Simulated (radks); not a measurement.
**Al in [Ne] 3s2 3p1: an all-electron calculation**

The task here is to estimate one member of a computed series from the others.

Program: radks (a radial shooting solver on a logarithmic mesh, Libxc functionals) version 1. Level of theory: scalar-relativistic Kohn-Sham, exchange-only r2SCAN, spin-polarised, spherical densities, finite nucleus; open shells are filled with parallel spins first. These are calculated values, not measurements, unless marked.

## The atom as given

| Property | Result |
| --- | --- |
| element | aluminium (Z = 13) |
| charge | 0 |
| electrons | 13 |
| configuration | [Ne] 3s2 3p1 |
| nuclear rms radius | 3.061 fm |

Outer shells as boxes (Hund's rule):

Al
```
[Ne] core
3s [↑↓]
3p [↑ ][  ][  ]
```

The first run:

The run's settings:

```text
Z 13
configuration [Ne] 3s2 3p1 4s0 3d0 4p0 4f0
relativity scalar-relativistic
functional r2scan,
spin polarised
nucleus finite rms 3.061 fm
c 137.035999084
```

Steps of the session up to this table: Self-consistent calculation.

One of the session's tables, all rows but one given; the rest of the session is left out.

It belongs to the step «Shells». Radial moments (bohr):

| level | <r> | outermost maximum (interpolated) | 90 % within | nodes |
| --- | --- | --- | --- | --- |
| 1s up | 0.1202 | 0.0784 | 0.215 | 0 |
| 1s down | ? | ? | ? | ? |
| 2s up | 0.6229 | 0.496 | 0.984 | 1 |
| 2s down | 0.6230 | 0.496 | 0.984 | 1 |
| 2p up | 0.6022 | 0.430 | 1.02 | 0 |
| 2p down | 0.6020 | 0.430 | 1.02 | 0 |
| 3s up | 2.626 | 2.14 | 4.04 | 2 |
| 3s down | 2.577 | 2.09 | 3.96 | 2 |
| 3p up | 3.454 | 2.68 | 5.49 | 1 |
| 3p down | 3.314 | 2.63 | 5.19 | 1 |

Estimate the missing values for 1s down.

As computed: <r>: 0.1201; outermost maximum (interpolated): 0.0784; 90 % within: 0.215; nodes: 0. In the column «<r>» it is the lowest.

Limits of these values: Open shells are spherical and high-spin; term and fine-structure splittings are not resolved.
